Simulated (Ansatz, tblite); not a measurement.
## A script for CdP$_{2}$C (GFN1-xTB)

These are simulated results from tblite 0.8.0, not measurements. The cell was built from a prototype and was relaxed with r2SCAN in plane waves (Ansatz 0.2.0). It may be hypothetical. All runs are without spin polarisation.

The symmetry is P-4m2 (No. 115, tetragonal); a = 3.305 Å, c = 5.972 Å in the conventional setting, 16.31 Å³ an atom. Cd has 4 P at 2.56 Å and 4 Cd at 3.30 Å; P has 2 C at 1.95 Å and 2 Cd at 2.56 Å; C has 4 P at 1.95 Å.

tblite solves periodic systems at the zone centre alone, so the script builds a cluster of 3×3×2 conventional cells (72 atoms), which folds in a coarse mesh of k points.

Input script:

```python
import json
from ase import Atoms
from ase.build import make_supercell
from ase.units import Bohr, GPa, Hartree
from tblite.interface import Calculator

atoms = Atoms(['Cd', 'P', 'C', 'P'],
              cell=[[3.30484424, 0.0, 0.0], [0.0, 3.30484424, 0.0], [0.0, 0.0, 5.97183637]],
              scaled_positions=[[0.0, 0.0, 0.0], [0.0, 0.5, 0.32654455], [0.5, 0.5, 0.5], [0.5, 0.0, 0.67345545]],
              pbc=True)
cluster = make_supercell(atoms, [[3, 0, 0], [0, 3, 0], [0, 0, 2]])
calc = Calculator('GFN1-xTB', cluster.numbers, cluster.positions / Bohr, lattice=cluster.cell[:] / Bohr, periodic=cluster.pbc)
calc.set('temperature', 0.02 / Hartree)
calc.set('max-iter', 150)
res = calc.singlepoint()
levels = res.get('orbital-energies') * Hartree
nv = round(res.get('orbital-occupations').sum() / 2)
cells = len(cluster) // len(atoms)
out = {'energy_per_cell': res.get('energy') * Hartree / cells, 'homo': levels[nv - 1], 'lumo': levels[nv],
       'stress': (-res.get('virial') * Hartree / cluster.get_volume() / GPa).tolist(), 'charges': res.get('charges')[:len(atoms)].tolist(), 'electrons': 2 * nv / cells}
json.dump(out, open('results.json', 'w'))
for key, value in out.items():
    print(key, value)
```

Command: `python run.py`. It took 6.5 s on 1 thread of Arm Neoverse V1, with other jobs on the host, peak memory 0.12 GiB.

The log:

```
------------------------------------------------------------
  cycle        total energy    energy error   density error
------------------------------------------------------------
      1     -144.8021028171  -1.4471308E+02   5.2578733E-01
      2     -138.1781324100   6.6239704E+00   4.9403396E-01
      3     -140.7945511007  -2.6164187E+00   3.7032939E-01
      4     -144.1742992960  -3.3797482E+00   1.5885034E-01
      5     -127.7391899090   1.6435109E+01   3.1279987E-01
      6     -142.7385388348  -1.4999349E+01   1.6675051E-01
      7     -142.7559596443  -1.7420809E-02   1.6643955E-01
      8     -142.7251985742   3.0761070E-02   1.7006206E-01
      9     -142.8726335601  -1.4743499E-01   1.6537330E-01
     10     -142.8338518608   3.8781699E-02   2.0952015E-01
     11     -142.8860405430  -5.2188682E-02   1.9260744E-01
     12     -142.9916215785  -1.0558104E-01   1.8985177E-01
     13     -143.0718191584  -8.0197580E-02   1.8819358E-01
     14     -143.3503126264  -2.7849347E-01   1.8083386E-01
     15     -144.8020311546  -1.4517185E+00   1.3836149E-01
     16     -146.0494506898  -1.2474195E+00   9.6476693E-02
     17     -146.2708317410  -2.2138105E-01   8.4605106E-02
     18     -146.2252149833   4.5616758E-02   8.6352461E-02
     19     -146.3527288872  -1.2751390E-01   8.2728516E-02
     20     -146.5945021553  -2.4177327E-01   7.3846408E-02
     21     -146.6702074101  -7.5705255E-02   7.0997525E-02
     22     -146.7005781601  -3.0370750E-02   6.7011250E-02
     23     -146.6959386347   4.6395253E-03   6.5235816E-02
     24     -146.6895769547   6.3616800E-03   6.4986192E-02
     25     -146.6864652256   3.1117291E-03   6.4941666E-02
     26     -146.6837840796   2.6811460E-03   6.4815812E-02
     27     -146.6424694829   4.1314597E-02   5.9357645E-02
     28     -146.6304024307   1.2067052E-02   5.6713589E-02
     29     -146.5693408228   6.1061608E-02   5.5412287E-02
     30     -146.4728723149   9.6468508E-02   6.2585277E-02
     31     -145.9714785951   5.0139372E-01   9.4189391E-02
     32     -145.8682513755   1.0322722E-01   9.9887008E-02
     33     -145.9208652920  -5.2613917E-02   9.6268083E-02
     34     -146.1386927207  -2.1782743E-01   8.2535527E-02
     35     -146.2935325635  -1.5483984E-01   7.3378870E-02
     36     -146.3556243051  -6.2091742E-02   6.9403333E-02
     37     -146.4590415530  -1.0341725E-01   6.1762060E-02
     38     -146.7181394320  -2.5909788E-01   3.5865170E-02
     39     -146.8345979537  -1.1645852E-01   1.3336548E-02
     40     -146.8385027283  -3.9047747E-03   1.1648598E-02
     41     -146.8466448114  -8.1420831E-03   7.3105240E-03
     42     -146.8481176819  -1.4728705E-03   5.2092798E-03
     43     -146.8481755947  -5.7912834E-05   4.6220661E-03
     44     -146.8493415981  -1.1660034E-03   2.6676736E-03
     45     -146.8498499409  -5.0834279E-04   7.5763137E-04
     46     -146.8498484971   1.4438022E-06   7.5475819E-04
     47     -146.8497873746   6.1122456E-05   1.0705646E-03
     48     -146.8498526683  -6.5293662E-05   5.8564275E-04
     49     -146.8498680652  -1.5396973E-05   3.9712980E-04
     50     -146.8498669849   1.0803438E-06   4.0366617E-04
     51     -146.8498806670  -1.3682081E-05   1.7361546E-04
     52     -146.8498827715  -2.1044974E-06   7.4184694E-05
     53     -146.8498828452  -7.3718127E-08   4.4272272E-05
     54     -146.8498829500  -1.0482063E-07   1.9338018E-05
------------------------------------------------------------

 total:                                   5.814 sec
energy_per_cell -221.9993806992104
homo -7.286926686828252
lumo -7.28692529843003
stress [[8.835836974191734, 1.032050111215365e-07, 3.4916870470356066e-07], [1.0320501126372081e-07, 8.835710443907944, 3.000367629451336e-07], [3.4916870488340423e-07, 3.000367631509061e-07, 16.39906072560048]]
charges [0.15465560724023186, -0.018379244370784337, -0.11793271609677758, -0.01836537552494727]
electrons 16.0
```

The cycle table is in hartree for the whole cluster, and the lines after it are in eV (the energy for one cell). The printed stress is in GPa and positive in compression, and the pressure is its mean diagonal.

GFN1-xTB gives no gap at the points read. On the same cell, plane-wave PBE (Ansatz, 8×8×4 k points and the special points) gives no gap (an overlap of 0.58 eV at the points read) and r2SCAN no gap (an overlap of 0.50 eV at the points read); on shared hosts these took about 7.9 and 23 core-seconds on the 4-atom cell, against 6.5 for the script.

The same script was run on cells scaled at fixed shape and fractional coordinates:

```json
{"volume (Å³/atom)": "14.35", "energy (meV/atom)": "215.8", "pressure (GPa, positive in compression)": "27.57", "gap (eV)": "0.03"}
{"volume (Å³/atom)": "15.33", "energy (meV/atom)": "82.8", "pressure (GPa, positive in compression)": "16.59", "gap (eV)": "0.00"}
{"volume (Å³/atom)": "16.31", "energy (meV/atom)": "0.0", "pressure (GPa, positive in compression)": "11.36", "gap (eV)": "0.00"}
{"volume (Å³/atom)": "17.28", "energy (meV/atom)": "-52.5", "pressure (GPa, positive in compression)": "5.53", "gap (eV)": "0.00"}
{"volume (Å³/atom)": "18.26", "energy (meV/atom)": "-69.3", "pressure (GPa, positive in compression)": "0.20", "gap (eV)": "0.00"}
```

The minimum lies beyond the largest of these volumes.

xTB was fitted mostly to molecules, and a small cluster samples few k points, so gaps, pressures and kinks along a curve can be far from a solid's.

Spin-orbit coupling is left out.
